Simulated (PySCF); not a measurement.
# AsSe: from the state search to spectroscopic constants

One table from this session's results is given with a row withheld; the runs are named, their logs left out.

Computed with PySCF 2.14.0. Level: As cc-pVDZ-PP with ECP10, Se cc-pVDZ-PP with ECP10, scalar-relativistic core potentials.

The first run:

Settings of the job:

* atoms: As, Se
* charge: 0
* basis: As cc-pVDZ-PP with ECP10, Se cc-pVDZ-PP with ECP10
* Hamiltonian: scalar-relativistic core potentials
* basis functions: 46
* electrons treated: 47
* masses in u: 74.9216, 79.9165
* levels: PBE0, PBE, r²SCAN, r²SCAN0, BHandHLYP, PW91, LC-ωPBE, HF, MP2, SCS-MP2, CCSD, CCSD(T)
* grid: 80 radial by 434 angular points
* occupations: held fixed by the projection of orbital angular momentum
* dissociation limit: As + Se, each in its ground configuration
* starting distance in angstrom: 2.290
* values of 2S to try: 1, 3, 5

The run is started by

```console
> OMP_NUM_THREADS=1 python dia.py task.json out
```

Steps of the session up to this table: Set-up; PBE0 along the bond; Other states along the same grid; PBE; r²SCAN; r²SCAN0 (hybrid meta-GGA); BHandHLYP; PW91 (GGA); LC-ωPBE (range-separated hybrid); UHF (mean field); Adding correlation.

One of the session's tables, all rows but one given; the rest of the session is left out.

| level | Re (Å) | ωe (cm⁻¹) | De (eV) | μ (D) |
| --- | --- | --- | --- | --- |
| UHF-CCSD | 2.168 | 402 | 2.41 | n/a |
| PBE | 2.182 | 389 | 3.78 | -0.81 |
| PW91 | ? | ? | ? | ? |
| r²SCAN | 2.157 | 409 | 3.45 | -0.87 |
| PBE0 | 2.150 | 418 | 3.31 | -0.96 |

Estimate the missing values for PW91.

**Answer.** Re (Å): 2.181; ωe (cm⁻¹): 389; De (eV): 3.82; μ (D): -0.81. In the column «Re (Å)» it lies between UHF-CCSD (2.168) and PBE (2.182).

De is counted to As + Se in their ground configurations.
